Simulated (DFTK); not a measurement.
Set up this calculation in DFTK 0.8.2, as the native input.

* Task: single point
* Functional: PBE
* Potentials or basis: dojo.nc.sr.pbe.v0_4_1.standard.upf (PBE)
* Cutoff: 1007 eV
* k mesh: 9 × 9 × 1
* Occupations: fermi-dirac, width 0.05 eV
* Spin: no spin polarisation
* Valence electrons: Bi 15
* SCF tolerance on the density: 1e-06

Sheet: Bi, a sheet with vacuum.

```
Bi
1.0
     3.30138    0.00000    0.00000
    -1.65069    2.85908    0.00000
     0.00000    0.00000   23.80000
Bi
1
Cartesian
  0.0000 0.0000 7.0001
```

The cell was built by a generator and needn't be a form met in nature.

These files were run (other wordings do the same):

run.jl

```julia
using DFTK
using PseudoPotentialData
using Unitful, UnitfulAtomic
using LinearAlgebra, Printf
include("save.jl")
disable_threading()

# lattice vectors are the columns
lattice = austrip(1u"Å") * [       3.30138       -1.65069            0.0;
                      0.0        2.85908            0.0;
                      0.0            0.0           23.8]
symbols   = [:Bi]
positions = [[0.0, 0.0, 0.29412]]
pseudopotentials = PseudoFamily("dojo.nc.sr.pbe.v0_4_1.standard.upf")
elements = Dict(s => ElementPsp(s, pseudopotentials) for s in unique(symbols))
atoms    = [elements[s] for s in symbols]

build_model(lattice, positions; symmetries=true) =
    model_DFT(lattice, atoms, positions;
              functionals=PBE(),
              temperature=austrip(0.05u"eV"),
              smearing=Smearing.FermiDirac(),
              symmetries)
Ecut  = 37.0  # hartree
kgrid = [9, 9, 1]
tol   = 1e-6
to_GPa = ustrip(uconvert(u"GPa", 1u"hartree/bohr^3"))

model = build_model(lattice, positions)
basis = PlaneWaveBasis(model; Ecut, kgrid)
display(basis)
scfres = self_consistent_field(basis;
                               tol,
                               nbandsalg=AdaptiveBands(model; n_bands_converge=12))
display(scfres.energies)
@printf "Fermi level: %.6f eV\n" ustrip(auconvert(u"eV", something(scfres.εF, NaN)))
forces = compute_forces_cart(scfres)
println("Forces (eV/Å)")
for (s, f) in zip(symbols, forces)
    @printf "%-3s %12.6f %12.6f %12.6f\n" s ustrip.(auconvert.(u"eV/Å", f))...
end
stress = compute_stresses_cart(scfres)
println("Stress (GPa)")
display(round.(stress * to_GPa; digits=4))
println("Levels at the first k-point (eV): ", round.(ustrip.(auconvert.(u"eV", scfres.eigenvalues[1][1:scfres.n_bands_converge])); digits=4))
save_scf!(scfres; forces, stress)
```

Potentials or basis: dojo.nc.sr.pbe.v0_4_1.standard.upf (PBE).

The run is started by

```console
$ julia --threads=1 run.jl  # save.jl only writes the numbers to a file and isn't shown; printed stress counts tension as positive; times include loading and compiling
```

It gave:

```json
{"Band gap on the k mesh": "none (metal or under the smearing width)"}
```

Caveat: there is no dipole correction across the vacuum; spin-orbit coupling is left out, which moves the levels of the heavy elements.

It took 2.8 min on 1 thread of Intel(R) Xeon(R) 6975P-C (Granite Rapids), with other jobs on the host, peak memory 2 GiB.
